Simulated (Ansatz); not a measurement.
Crystal: LaMg6Bi.

```xyz
8
Lattice="5.0847 0.0000 0.0000 0.0000 3.3108 6.3105 0.0000 -3.3108 6.3105" Properties=species:S:1:pos:R:3 pbc="T T T"
Bi    2.5423    0.0000    8.1005
La    0.0000    0.0000   10.2841
Mg    2.5423    0.0000    2.4675
Mg    2.5423    1.6271    5.4333
Mg    2.5423   -1.6271    5.4333
Mg    0.0000    0.0000    4.3944
Mg    0.0000    1.7967    7.1855
Mg    0.0000   -1.7967    7.1855
```

The cell comes from a database or a generator and needn't be the stable form of this composition.

```yaml
Program: Ansatz 0.2.0
Task: single point
Functional: PBE
Potentials_or_basis: Ansatz PAW
Cutoff: "420 eV (not typed: the program's choice for these potentials)"
k_mesh: 5 × 5 × 5
Occupations: fermi-dirac, width 0.05 eV
Spin: no spin polarisation
```

On this cell: pressure 0.0 GPa; largest force 0.103 eV/Å; band gap on the k mesh none (metal or under the smearing width).

The same run follows on a disturbed copy (atoms moved at random, drawn with an rms of 0.05 Å):

```xyz
8
Lattice="5.0847 0.0000 0.0000 0.0000 3.3108 6.3105 0.0000 -3.3108 6.3105" Properties=species:S:1:pos:R:3 pbc="T T T"
Bi    2.5765   -0.0488    8.1460
La   -0.0573   -0.0063   10.2954
Mg    2.5454   -0.0624    2.4895
Mg    2.5098    1.6494    5.4598
Mg    2.5910   -1.5857    5.4181
Mg   -0.0121    0.0458    4.3999
Mg   -0.0115    1.8081    7.2075
Mg   -0.0095   -1.7611    7.1824
```

What does the disturbed cell give?

The energy (extrapolated to zero smearing) moves by +4.4 meV/atom; pressure 0.0 GPa; largest force 0.406 eV/Å; band gap on the k mesh none (metal or under the smearing width).

Forces on the atoms (eV/Å):
```
Bi  -0.248  0.049 -0.156
La   0.359  0.190  0.011
Mg  -0.020  0.056  0.074
Mg   0.014  0.038  0.033
Mg  -0.249 -0.084  0.036
Mg   0.039 -0.168  0.053
Mg  -0.007  0.019 -0.028
Mg   0.112 -0.100 -0.022
```

Stress tensor (GPa, compression positive):
```
 0.20 -0.11  0.07
-0.11 -0.08  0.03
 0.07  0.03  0.02
```

Caveats: spin-orbit coupling is left out, which moves the levels of the heavy elements.
